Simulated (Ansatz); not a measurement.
# As: squeezing one contact

The task here is to estimate one member of a computed series from the others.

Program: Ansatz 0.2.0. Level of theory: DFT LDA, with the methods named in each step. These are calculated values, not measurements.

1 further run of the same task is left out (it didn't finish).

## The structure to begin with

The structure is cubic, space group Fd-3m (No. 227). The conventional cell has a = 5.749 Å, b = 5.749 Å, c = 5.749 Å, α = 90.00°, β = 90.00°, γ = 90.00°. As (site symmetry -43m) is surrounded by 4 As at 2.49 Å.

Coordinates:

```
CELL_PARAMETERS angstrom
0.00000 2.87445 2.87445
2.87445 0.00000 2.87445
2.87445 2.87445 0.00000
ATOMIC_POSITIONS crystal
As 0.87500 0.87500 0.87500
As 0.12500 0.12500 0.12500
```

Atoms are numbered in the order of the input: As1, As2.

The first run:

File input.yaml:

```yaml
crystal:
  lattice:
    - [0.0, 2.8744485395, 2.8744485395]
    - [2.8744485395, 0.0, 2.8744485395]
    - [2.8744485395, 2.8744485395, 0.0]
  atoms:
    - { symbol: As, position: [-0.125, -0.125, -0.125] }
    - { symbol: As, position: [0.125, 0.125, 0.125] }
kpoints:
  mp_grid: { grid: [9, 9, 9] }
scf:
  occupations: { method: fermi_dirac, width: 0.05 }
hamiltonian:
  xc: lda
  pseudopotentials: { kind: all_electron, lapw: { basis_error: 0.001 } }
output:
  forces: true
  stress: true
  eigenvalues: true
  populations: true
```

Started as:

```
ansatz run input.yaml --threads 1 --pin off --max-ram 2048MiB --backend cpu --events-out ev --progress --plain --runs-dir out
```

Steps of the session up to this table: The bond as given, LAPW; Shortest bond scaled by 1, crystal datasets; Shortest bond scaled by 0.94, LAPW; Shortest bond scaled by 0.82, LAPW; Shortest bond scaled by 0.7, LAPW; Shortest bond scaled by 0.64, LAPW.

One of the session's tables, all rows but one given; the rest of the session is left out.

```
             method  length (Å)  F from the given length (eV/cell)  force along the bond (eV/Å)  pressure (GPa)  largest force (eV/Å)
               LAPW       1.593                              8.750                       41.870           79.43                41.870
               LAPW       1.743                              4.182                       21.283           46.02                21.283
               LAPW       2.041                              0.828                        4.802           14.66                 4.802
               LAPW       2.340                              0.053                        0.919            7.87                 0.919
               LAPW       2.489                              0.000                        0.000            7.20                 0.000
                PAW       1.593                              8.610                       40.539           77.08                40.539
                PAW       1.743                              4.163                       20.933           45.34                20.933
                PAW       2.041                              0.828                        4.810           14.67                 4.810
                PAW       2.340                              0.053                        0.919            7.84                 0.919
                PAW       2.489                                  ?                            ?               ?                     ?
PAW (cutoff 600 eV)       1.593                                  –                       40.418           76.86                40.418
   crystal datasets       2.489                                  –                        0.000            7.20                 0.000
```

**Question.** Estimate the row for PAW, 2.489.

The run gave: F from the given length (eV/cell): 0.000; force along the bond (eV/Å): 0.000; pressure (GPa): 7.17; largest force (eV/Å): 0.000.

Caveats from the session: Rows by PAW come from runs of the same series that aren't printed here. Warnings in the runs' records: crystal datasets made.
